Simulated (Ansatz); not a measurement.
**Molecular dynamics of Cs2NaAlF6**

The input (input.yaml):

```yaml
accuracy: low
crystal:
  lattice:
    - [8.925226, 0.0, 0.0]
    - [0.0, 8.925226, 0.0]
    - [0.0, 0.0, 8.925226]
  atoms:
    - { symbol: Cs, position: [0.73549393, 0.74054184, 0.78438979] }
    - { symbol: Cs, position: [0.27131024, 0.23695085, 0.2663971] }
    - { symbol: Na, position: [0.54013979, 0.5187165, 0.53700732] }
    - { symbol: Al, position: [0.04089637, 0.01157573, -0.00760493] }
    - { symbol: F, position: [0.22094351, 0.47851025, 0.49581784] }
    - { symbol: F, position: [0.54327716, 0.46134827, 0.16218932] }
    - { symbol: F, position: [0.80139149, 0.54432284, 0.53214332] }
    - { symbol: F, position: [0.50279381, 0.17068028, 0.48501269] }
    - { symbol: F, position: [0.51534633, 0.76446577, 0.56575244] }
    - { symbol: F, position: [0.51496535, 0.48785112, 0.77988098] }
    - { symbol: Cs, position: [0.26011013, 0.25132589, 0.75507975] }
    - { symbol: Cs, position: [0.79339502, 0.79610417, 0.21068054] }
    - { symbol: Na, position: [0.05555593, 0.01477416, 0.55435722] }
    - { symbol: Al, position: [0.5051362, 0.48064927, -0.0142507] }
    - { symbol: F, position: [0.70660396, -0.02970606, 0.5553877] }
    - { symbol: F, position: [0.02747894, 0.01736552, 0.1937157] }
    - { symbol: F, position: [0.31182676, -0.02427901, 0.51388422] }
    - { symbol: F, position: [0.02138193, 0.73796069, 0.48367195] }
    - { symbol: F, position: [0.02158443, 0.31418111, 0.51816483] }
    - { symbol: F, position: [0.06256027, 0.00019974, 0.79662674] }
    - { symbol: Cs, position: [0.30402908, 0.76942873, 0.26701722] }
    - { symbol: Cs, position: [0.77611496, 0.25991036, 0.74748789] }
    - { symbol: Na, position: [-0.00519218, 0.49196133, -0.02038937] }
    - { symbol: Al, position: [0.514546, -0.02671839, 0.53157778] }
    - { symbol: F, position: [0.71933416, 0.48654339, -0.01345746] }
    - { symbol: F, position: [0.02836635, 0.53081456, 0.7080975] }
    - { symbol: F, position: [0.29629169, 0.4892129, 0.00288274] }
    - { symbol: F, position: [0.04266546, 0.24485212, -0.01358353] }
    - { symbol: F, position: [0.03355103, 0.80264348, -0.01626481] }
    - { symbol: F, position: [-0.02994253, 0.50041438, 0.31825383] }
    - { symbol: Cs, position: [0.74522567, 0.24962585, 0.22143605] }
    - { symbol: Cs, position: [0.25379615, 0.72347427, 0.7873854] }
    - { symbol: Na, position: [0.50860203, -0.02465027, -0.01630139] }
    - { symbol: Al, position: [0.02405323, 0.527322, 0.50680532] }
    - { symbol: F, position: [0.24496376, -0.014073, 0.01725548] }
    - { symbol: F, position: [0.49393406, 0.02335205, 0.74114471] }
    - { symbol: F, position: [0.83936667, 0.00528526, -0.02887585] }
    - { symbol: F, position: [0.50090552, 0.71176236, 0.01899911] }
    - { symbol: F, position: [0.47592309, 0.26767657, -0.01664481] }
    - { symbol: F, position: [0.52580163, -0.04103486, 0.30715043] }
basis:
  ecutwfc: 500.0
kpoints:
  mp_grid: { grid: [1, 1, 1] }
hamiltonian:
  xc: r2scan
scf:
  occupations: { method: fermi_dirac, width: 0.05 }
  lower_state_search: "off"
md:
  timestep: 2
  n_steps: 270
  ensemble: nvt_nose_hoover
  temperature: 1170.0
  initial_velocities: maxwell_boltzmann
  seed: 857156
  nose_hoover: { tau: 50.0, chain_length: 1 }
```

Launched with:

```bash
$ ansatz run input.yaml --threads 4 --pin off --max-ram 10240MiB --backend cpu --events-out ev --progress --plain --runs-dir out
```

It goes on from the last frame of an earlier run, with new velocities.

Output, in part (step lines):

```
md step     0: t =     0.00 fs  T =  1170.0 K  F+E_penalty+E_count = -73099.62158928 eV  E_kin = 5.898134 eV  conserved = -73093.72345553 eV  (9 SCF iters)
md step     1: t =     2.00 fs  T =  1177.9 K  F+E_penalty+E_count = -73099.66097851 eV  E_kin = 5.937781 eV  conserved = -73093.72318166 eV  (8 SCF iters)
md step     2: t =     4.00 fs  T =  1176.5 K  F+E_penalty+E_count = -73099.65441795 eV  E_kin = 5.931106 eV  conserved = -73093.72317063 eV  (8 SCF iters)
md step     3: t =     6.00 fs  T =  1165.7 K  F+E_penalty+E_count = -73099.59969005 eV  E_kin = 5.876326 eV  conserved = -73093.72301279 eV  (8 SCF iters)
md step     4: t =     8.00 fs  T =  1145.4 K  F+E_penalty+E_count = -73099.49713770 eV  E_kin = 5.774302 eV  conserved = -73093.72236320 eV  (8 SCF iters)
md step     5: t =    10.00 fs  T =  1117.5 K  F+E_penalty+E_count = -73099.35485467 eV  E_kin = 5.633460 eV  conserved = -73093.72120127 eV  (5 SCF iters)
md step     6: t =    12.00 fs  T =  1085.1 K  F+E_penalty+E_count = -73099.18888837 eV  E_kin = 5.469919 eV  conserved = -73093.71985045 eV  (4 SCF iters)
md step     7: t =    14.00 fs  T =  1052.0 K  F+E_penalty+E_count = -73099.01865402 eV  E_kin = 5.303127 eV  conserved = -73093.71870198 eV  (4 SCF iters)
[... lines left out ...]
```

The steps, from the saved trajectory:

```json
{"time (fs)": "0", "T (K)": "1170", "potential energy less start (eV)": "0.000", "conserved less start (meV/atom)": "0.00"}
{"time (fs)": "18", "T (K)": "996", "potential energy less start (eV)": "0.896", "conserved less start (meV/atom)": "0.14"}
{"time (fs)": "36", "T (K)": "917", "potential energy less start (eV)": "1.466", "conserved less start (meV/atom)": "0.19"}
{"time (fs)": "54", "T (K)": "1082", "potential energy less start (eV)": "1.070", "conserved less start (meV/atom)": "0.04"}
{"time (fs)": "72", "T (K)": "1261", "potential energy less start (eV)": "0.747", "conserved less start (meV/atom)": "-0.03"}
{"time (fs)": "90", "T (K)": "1239", "potential energy less start (eV)": "1.486", "conserved less start (meV/atom)": "0.13"}
{"time (fs)": "108", "T (K)": "1449", "potential energy less start (eV)": "0.933", "conserved less start (meV/atom)": "0.14"}
{"time (fs)": "126", "T (K)": "1489", "potential energy less start (eV)": "0.894", "conserved less start (meV/atom)": "0.12"}
{"time (fs)": "144", "T (K)": "1209", "potential energy less start (eV)": "2.023", "conserved less start (meV/atom)": "0.19"}
{"time (fs)": "162", "T (K)": "1257", "potential energy less start (eV)": "1.398", "conserved less start (meV/atom)": "0.10"}
{"time (fs)": "180", "T (K)": "1160", "potential energy less start (eV)": "1.443", "conserved less start (meV/atom)": "0.07"}
{"time (fs)": "198", "T (K)": "1039", "potential energy less start (eV)": "1.691", "conserved less start (meV/atom)": "0.10"}
{"time (fs)": "216", "T (K)": "1089", "potential energy less start (eV)": "1.198", "conserved less start (meV/atom)": "0.09"}
{"time (fs)": "234", "T (K)": "1011", "potential energy less start (eV)": "1.475", "conserved less start (meV/atom)": "0.10"}
{"time (fs)": "252", "T (K)": "1120", "potential energy less start (eV)": "0.969", "conserved less start (meV/atom)": "0.08"}
{"time (fs)": "270", "T (K)": "1244", "potential energy less start (eV)": "0.446", "conserved less start (meV/atom)": "-0.02"}
{"time (fs)": "288", "T (K)": "1079", "potential energy less start (eV)": "1.356", "conserved less start (meV/atom)": "0.09"}
{"time (fs)": "306", "T (K)": "1108", "potential energy less start (eV)": "1.387", "conserved less start (meV/atom)": "0.14"}
{"time (fs)": "324", "T (K)": "1376", "potential energy less start (eV)": "0.277", "conserved less start (meV/atom)": "0.07"}
{"time (fs)": "342", "T (K)": "1279", "potential energy less start (eV)": "0.774", "conserved less start (meV/atom)": "0.18"}
{"time (fs)": "360", "T (K)": "1229", "potential energy less start (eV)": "0.857", "conserved less start (meV/atom)": "0.15"}
{"time (fs)": "378", "T (K)": "1165", "potential energy less start (eV)": "0.919", "conserved less start (meV/atom)": "0.12"}
{"time (fs)": "396", "T (K)": "1004", "potential energy less start (eV)": "1.524", "conserved less start (meV/atom)": "0.09"}
{"time (fs)": "414", "T (K)": "1172", "potential energy less start (eV)": "0.638", "conserved less start (meV/atom)": "0.08"}
{"time (fs)": "432", "T (K)": "1282", "potential energy less start (eV)": "0.042", "conserved less start (meV/atom)": "0.05"}
{"time (fs)": "450", "T (K)": "1082", "potential energy less start (eV)": "0.923", "conserved less start (meV/atom)": "0.12"}
{"time (fs)": "468", "T (K)": "1135", "potential energy less start (eV)": "0.599", "conserved less start (meV/atom)": "0.08"}
{"time (fs)": "486", "T (K)": "1017", "potential energy less start (eV)": "1.198", "conserved less start (meV/atom)": "0.04"}
{"time (fs)": "504", "T (K)": "882", "potential energy less start (eV)": "2.060", "conserved less start (meV/atom)": "0.12"}
{"time (fs)": "522", "T (K)": "1149", "potential energy less start (eV)": "1.211", "conserved less start (meV/atom)": "0.11"}
{"time (fs)": "540", "T (K)": "1257", "potential energy less start (eV)": "1.302", "conserved less start (meV/atom)": "0.10"}
```

All steps were run. The conserved energy stayed within 0.29 meV per atom of its start (net change 0.1 meV per atom), so the integration is sound. A run of 0.54 ps of so small a system gives no equilibrium averages. Limits of this set-up: coarse k mesh, low accuracy level.

Mean squared displacements from the first frame to the last, about the centre of mass: Cs 0.19 Å², Na 0.79 Å², Al 0.19 Å², F 0.24 Å².

Last frame:

```xyz
40
Lattice="8.9252 0.0000 0.0000 0.0000 8.9252 0.0000 0.0000 0.0000 8.9252" Properties=species:S:1:pos:R:3
Cs 6.666 6.199 6.407
Cs 2.473 2.200 2.207
Na 4.435 4.833 4.507
Al -0.152 0.152 0.053
F 2.009 4.342 4.797
F 4.695 4.753 1.954
F 7.097 4.447 4.580
F 4.324 2.033 4.765
F 4.323 7.067 4.619
F 4.316 4.582 6.894
Cs 2.487 2.268 6.682
Cs 7.105 6.855 2.435
Na 0.957 -0.674 4.160
Al 4.671 4.568 0.082
F 6.301 -0.129 4.678
F -0.245 0.209 1.950
F 2.702 0.136 4.482
F 0.015 6.222 4.805
F -0.180 2.749 4.481
F 0.411 0.261 7.196
Cs 2.981 7.032 2.158
Cs 7.186 2.343 6.514
Na -0.328 4.315 0.504
Al 4.513 0.178 4.580
F 6.408 4.233 -0.167
F 0.275 4.106 6.533
F 2.915 4.582 0.280
F -0.055 2.047 -0.064
F -0.155 7.363 -0.081
F -0.026 4.398 2.661
Cs 6.675 2.325 2.370
Cs 1.888 6.325 7.082
Na 4.699 0.671 -0.311
Al 0.096 4.412 4.622
F 1.776 -0.062 0.290
F 4.472 0.189 6.385
F 7.001 0.255 0.121
F 4.988 6.253 0.154
F 4.564 2.579 0.087
F 4.464 0.058 2.663
```

Run time: 23 min on 4 threads of Intel(R) Xeon(R) Platinum 8488C (Sapphire Rapids), with other jobs on the host, peak memory 1.5 GiB.
